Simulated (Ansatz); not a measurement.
# SbH4O+: one structure at several levels

One table from this session's results is given with a row withheld; the runs are named, their logs left out.

The runs use Ansatz 0.2.0, Gaussian basis; single points in def2-TZVPP.

Cores are frozen in the correlated methods. Filled d shells of the heavier atoms are correlated. Core potentials replace the inner electrons past krypton, and spin-orbit coupling is left out.

## Starting geometry

SMILES `[OH2+][SbH2]`, 6 atoms, charge 1, spin multiplicity 1.

Atoms are counted from 1 here; the program's logs count them from 0.

Bond lengths: O1–Sb2 2.420 Å, O1–H3 1.102 Å, O1–H4 0.927 Å, Sb2–H5 1.900 Å, Sb2–H6 1.858 Å. Angles: Sb2–O1–H3 123.2°, Sb2–O1–H4 124.0°, H3–O1–H4 110.9°, O1–Sb2–H5 81.4°, O1–Sb2–H6 82.1°, H5–Sb2–H6 92.0°.

Geometry (Å):

```
O     0.0000   -1.0037    0.1071
Sb   -0.6375    1.1804   -0.7183
H    -0.4833   -1.4866    0.9717
H     0.4982   -1.6165   -0.3788
H     1.2004    1.2194   -1.2000
H    -0.2569    1.6693    1.0334
```

The first run:

run/in.yaml reads:

```yaml
crystal:
  periodic: [false, false, false]
  atoms:
    - {symbol: O, position_ang: [0.000000, -1.003700, 0.107100]}
    - {symbol: Sb, position_ang: [-0.637500, 1.180400, -0.718300]}
    - {symbol: H, position_ang: [-0.483300, -1.486600, 0.971700]}
    - {symbol: H, position_ang: [0.498200, -1.616500, -0.378800]}
    - {symbol: H, position_ang: [1.200400, 1.219400, -1.200000]}
    - {symbol: H, position_ang: [-0.256900, 1.669300, 1.033400]}
basis:
  gaussian: {orbitals: def2-TZVPP}
total_charge: 1
correlation: {method: ccsd_t}
output: {forces: true}
```

No record of the launch command was kept for these runs.

Among the steps run: CCSD(T)/def2-TZVPP; PBE0-D4/def2-TZVPP; wB97M-V/def2-TZVPP; r2SCAN-D4/def2-TZVPP; PBE-D4/def2-TZVPP; BHLYP-D4/def2-TZVPP; r2SCAN0-D4/def2-TZVPP.

One of the session's tables, all rows but one given; the rest of the session is left out.

| method | RMS force component (eV/Å) | angle to CCSD(T) forces (°) |
| --- | --- | --- |
| CCSD(T) | 2.012 | reference |
| PBE0-D4 | 2.012 | 1.7 |
| wB97M-V | 2.038 | 1.7 |
| r2SCAN-D4 | 1.980 | 1.9 |
| PBE-D4 | 1.917 | 6.7 |
| BHLYP-D4 | ? | ? |
| r2SCAN0-D4 | 2.055 | 3.4 |

Q: Estimate the row for BHLYP-D4 from the others.

As computed: RMS force component (eV/Å): 2.084; angle to CCSD(T) forces (°): 5.7. In the column «RMS force component (eV/Å)» it is the highest.
